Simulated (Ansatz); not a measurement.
# Fe2Pt3: the cost of one run

Computed with Ansatz 0.2.0 (DFT PBE, scalar-relativistic, plane waves, PAW, unless a step's input says otherwise).

1 further run of the same task is left out (it didn't finish).

### 1 The starting structure

It takes space group Fmmm (No. 69, orthorhombic). The conventional cell has a = 4.173 Å, b = 4.224 Å, c = 16.103 Å, α = 90.00°, β = 90.00°, γ = 90.00°. Fe (site symmetry mm2) has 8 Fe at 2.64 to 2.97 Å and 4 Pt at 2.64 to 2.66 Å as nearest neighbours. Around Pt (site symmetry mm2) lie 4 Fe at 2.64 to 2.66 Å and 8 Pt at 2.64 to 2.97 Å. Around Pt (site symmetry mmm) lie 12 Pt at 2.64 to 2.97 Å.

As a file:

```cif
data_structure
_symmetry_space_group_name_H-M 'P 1'
_symmetry_Int_Tables_number 1
_cell_length_a 8.3240
_cell_length_b 8.3176
_cell_length_c 2.9689
_cell_angle_alpha 79.844
_cell_angle_beta 79.603
_cell_angle_gamma 20.553
_cell_volume 70.96
loop_
_atom_site_label
_atom_site_type_symbol
_atom_site_fract_x
_atom_site_fract_y
_atom_site_fract_z
_atom_site_occupancy
Fe1 Fe 0.70000 0.70000 0.30000 1
Fe2 Fe 0.30000 0.30000 0.70000 1
Pt1 Pt 0.10000 0.10000 0.90000 1
Pt2 Pt 0.50000 0.50000 0.50000 1
Pt3 Pt 0.90000 0.90000 0.10000 1
```

The start is an ordering of an alloy on its end members' structure types: elements ordered on the sites of the Fe type, Fe/Pt on Fe (Fmmm, No. 69).

### 2 The guess as it stands, on a coarse mesh

The input, input.yaml:

```yaml
crystal:
  lattice:
    - [0.0, 2.11183647, 8.05162893]
    - [2.08672631, 0.0, 8.05162893]
    - [2.08672631, 2.11183647, 0.0]
  atoms:
    - { symbol: Fe, position: [0.7, 0.7, 0.3], spin: 4.0 }
    - { symbol: Fe, position: [0.3, 0.3, 0.7], spin: 4.0 }
    - { symbol: Pt, position: [0.1, 0.1, 0.9] }
    - { symbol: Pt, position: [0.5, 0.5, 0.5] }
    - { symbol: Pt, position: [0.9, 0.9, 0.1] }
basis:
  ecutwfc: 420
kpoints:
  mp_grid: { grid: [6, 6, 6] }
hamiltonian:
  xc: pbe
scf:
  occupations: { method: gaussian, width: 0.1 }
  lower_state_search: "off"
output:
  forces: true
  stress: true
  eigenvalues: true
  populations: true
magnetization:
  spin_polarized: true
```

Run with:

```
> ansatz run input.yaml --threads 4 --pin off --max-ram 8192MiB --backend cpu --events-out ev --progress --plain --runs-dir out
```

What time and memory should one allow on 4 threads of AMD EPYC (Zen 3), shared host?

About 20 s, with a peak of 0.62 GiB.
